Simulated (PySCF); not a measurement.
**The bond of TaO, level by level**

One table from this session's results is given with a row withheld; the runs are named, their logs left out.

Method: Ta def2-TZVPP with ECP60, O def2-TZVPP, scalar-relativistic core potentials; program: PySCF 2.14.0.

Set-up of the first run:

A driver script around PySCF takes these settings:

```json
{
 "atoms": "Ta, O",
 "charge": "0",
 "basis": "Ta def2-TZVPP with ECP60, O def2-TZVPP",
 "Hamiltonian": "scalar-relativistic core potentials",
 "basis functions": "87",
 "electrons treated": "21",
 "masses in u": "180.9480, 15.9949",
 "levels": "PBE0, PBE, r²SCAN, BP86, LDA, TPSS, B2PLYP, HSE06, HF, MP2, SCS-MP2, CCSD, CCSD(T)",
 "grid": "80 radial by 434 angular points",
 "occupations": "held fixed by the projection of orbital angular momentum",
 "dissociation limit": "Ta + O, each in its ground configuration",
 "starting distance in angstrom": "1.960",
 "values of 2S to try": "1, 3, 5, 7"
}
```

Run with:

```bash
$ OMP_NUM_THREADS=1 python dia.py task.json out
```

Among the steps run: Input; The PBE0 curve of the state that the search chose; Other states along the same grid; PBE; r²SCAN; BP86 (GGA); LDA; TPSS; B2PLYP (double hybrid); HSE06 (range-separated hybrid); ROHF (mean field); Adding correlation.

One table of the session follows, with a row left open; its other results are not shown here.

Energy (eV) from each level's lowest point:

```
R (Å)   ROHF  ROHF-MP2  ROHF-SCS-MP2  ROHF-CCSD  ROHF-CCSD(T)
1.446  2.376     2.782         2.786        n/a           n/a
1.514  1.023     1.311         1.315      1.216         1.344
1.581  0.284     0.460         0.462      0.401         0.481
1.631  0.040     0.130         0.130      0.099         0.140
1.682  0.000     0.000         0.000      0.000         0.000
1.732      ?         ?             ?          ?             ?
1.800  0.479     0.245         0.246      0.330         0.223
1.884  1.140     0.717         0.723      0.878         0.681
1.985  2.127     1.459         1.474      1.722         1.404
2.119  3.577     2.615         2.636        n/a           n/a
```

**Question.** Estimate the row for R (Å) = 1.732.

Worked estimate for «ROHF». A straight line through the neighbours (1.682, 0.000) and (1.800, 0.479) gives 0.000 + (0.479 − 0.000) × (1.732 − 1.682) / (1.800 − 1.682) = 0.203; a parabola fitted to 4 rows on both sides gives 0.134.

The run gave: ROHF: 0.123; ROHF-MP2: 0.027; ROHF-SCS-MP2: 0.027; ROHF-CCSD: 0.061; ROHF-CCSD(T): 0.017. In «ROHF» the line misses by +0.080 and the parabola by +0.011.

Caveats from the session: Lowest PBE0 solution found, without spin–orbit coupling: ²Δ (doublet), unpaired electrons δ ↑. With spin–orbit coupling the term label itself may not hold. Warnings in the runs' records: inverted.
